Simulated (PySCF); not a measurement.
# LuBr₃: structure of the singlet

Where does singlet LuBr₃ go from a trigonal planar start, is the end point a minimum, and what are its modes, charges and moments?

Program: PySCF 2.14.0. Level of theory: B3LYP, basis Lu def2-SVP with ECP28, Br def2-SVP, scalar-relativistic core potentials, no spin–orbit coupling, density fitting. These are calculated values, not measurements.

## Step 1: Where the work starts

4 atoms, charge 0, spin multiplicity 1.

Bond lengths: Lu1–Br2 2.760 Å, Lu1–Br3 2.760 Å, Lu1–Br4 2.760 Å. Angles: Br2–Lu1–Br3 120.0°, Br2–Lu1–Br4 120.0°, Br3–Lu1–Br4 120.0°.

Z-matrix (Å, degrees; charge 0 multiplicity 1):
```
Lu
Br 1 2.7600
Br 1 2.7600 2 120.00
Br 1 2.7600 2 120.00 3 180.00
```

## Step 2: The SCF at the typed geometry

One driver script runs all steps and calls PySCF; scf.py shows how it sets up the SCF of each step. The optimiser is the driver's own. After this first run the driver tries any further starts and a stability analysis.

Input file scf.py:

```python
from pyscf import gto, scf, dft
mol = gto.M(atom='''
Lu     0.000000     0.000000     0.000000
Br     2.760000     0.000000     0.000000
Br    -1.380000     2.390200     0.000000
Br    -1.380000    -2.390200     0.000000''',
    basis={'Lu': 'def2-SVP', 'Br': 'def2-SVP'},
    ecp={'Lu': 'def2-SVP'},
    charge=0, spin=0)
mf = dft.RKS(mol, xc='B3LYP')
mf.grids.atom_grid = (50, 194)
aux = {'Lu': 'def2-universal-JKFIT', 'Br': 'def2-universal-JKFIT'}
mf = mf.density_fit(auxbasis=aux)
mf.conv_tol = 1e-08
mf.diis_space = 10
mf.max_cycle = 60
mf.init_guess = 'huckel'
mf.verbose = 4
mf.kernel()
```

Launch:

```
OMP_NUM_THREADS=8 python axn.py task.json out
```

Further steps of the session: Relaxing the singlet from the trigonal planar start; Vibrations and properties at this point.

Q: Predict the outcome of this session. Wanted: minimum; geometry; wavenumbers; dipole moment; highest occupied, lowest empty level; polar-tensor charge of Lu1; zero-point energy.

As calculated:

```
                            quantity                                     value
                             minimum                              singlet, D3h
                            geometry  Lu–Br 2.549 Å (×3); Br–Lu–Br 120.0° (×3)
                  wavenumbers (cm⁻¹)   29 (a2''), 53 (e'), 205 (a1'), 251 (e')
                       dipole moment                                    0.00 D
highest occupied, lowest empty level                           -8.10, -3.28 eV
          polar-tensor charge of Lu1                                   +1.77 e
                   zero-point energy                                5.0 kJ/mol
                 entropy at 298.15 K                           390.3 J/(mol K)
```

The molecule stays D3h, as typed, and the end point is a minimum. The strongest infrared band lies at 251 cm⁻¹ (e', stretch). Lu1 has a polar-tensor charge of +1.8 e (a dipole derivative, not a static charge), yet symmetry cancels the bond dipoles. Other starts or spin states, not run here, may lie lower. Spin–orbit coupling is left out.
